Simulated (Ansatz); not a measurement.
# YIn: the cost of one run

Method: DFT r²SCAN, scalar-relativistic, plane waves, PAW, in Ansatz 0.2.0.

5 further runs of the same task are left out: 1 that didn't finish, 4 set aside as unsound or not needed. Runs told in other sessions of the task aren't counted.

## (1) The starting structure

Symmetry: Pm-3m, No. 221, cubic system. Conventional cell: a = 3.810 Å, b = 3.810 Å, c = 3.810 Å, α = 90.00°, β = 90.00°, γ = 90.00°. Y (site symmetry m-3m) has 8 In at 3.30 Å in its first shell of neighbours. In (site symmetry m-3m) is surrounded by 8 Y at 3.30 Å.

As a file:

```cif
data_structure
_symmetry_space_group_name_H-M 'Pm-3m'
_symmetry_Int_Tables_number 221
_cell_length_a 3.8100
_cell_length_b 3.8100
_cell_length_c 3.8100
_cell_angle_alpha 90.000
_cell_angle_beta 90.000
_cell_angle_gamma 90.000
_cell_volume 55.31
loop_
_atom_site_label
_atom_site_type_symbol
_atom_site_symmetry_multiplicity
_atom_site_Wyckoff_symbol
_atom_site_fract_x
_atom_site_fract_y
_atom_site_fract_z
_atom_site_occupancy
Y1 Y 1 a 0.00000 0.00000 0.00000 1
In1 In 1 b 0.50000 0.50000 0.50000 1
```

The cell is the measured one, not relaxed. At r²SCAN, an earlier run found -2.54 GPa for this cell of 27.653 Å³/atom (10×10×10 mesh), metallic.

## (2) Bands on a fine mesh, Fermi surface

input.yaml

```yaml
crystal:
  lattice:
    - [3.8100013548, 0.0, 0.0]
    - [0.0, 3.8100013548, 0.0]
    - [0.0, 0.0, 3.8100013548]
  atoms:
    - { symbol: "Y", position: [0.0, 0.0, 0.0] }
    - { symbol: In, position: [0.5, 0.5, 0.5] }
basis:
  ecutwfc: 500
  ecutrho_ratio: 4
kpoints:
  mp_grid: { grid: [10, 10, 10] }
hamiltonian:
  xc: r2scan
scf:
  occupations: { method: gaussian, width: 0.05 }
output:
  forces: true
  stress: true
  eigenvalues: true
  eigenstates:
    nscf_kmesh: { grid: [16, 16, 16] }
    de_dk: true
    e_range: [-2.5, 2.5]
  write_density: true
  write_potential: true
  elf: true
  volumetric_format: npy
```

On the command line:

```console
$ ansatz run input.yaml --threads 4 --pin off --max-ram 9216MiB --backend cpu --events-out ev --progress --plain --runs-dir out
```

What time and memory should one allow on 4 threads of Arm Neoverse V1, shared host?

About 7.5 s, with a peak of 0.51 GiB.
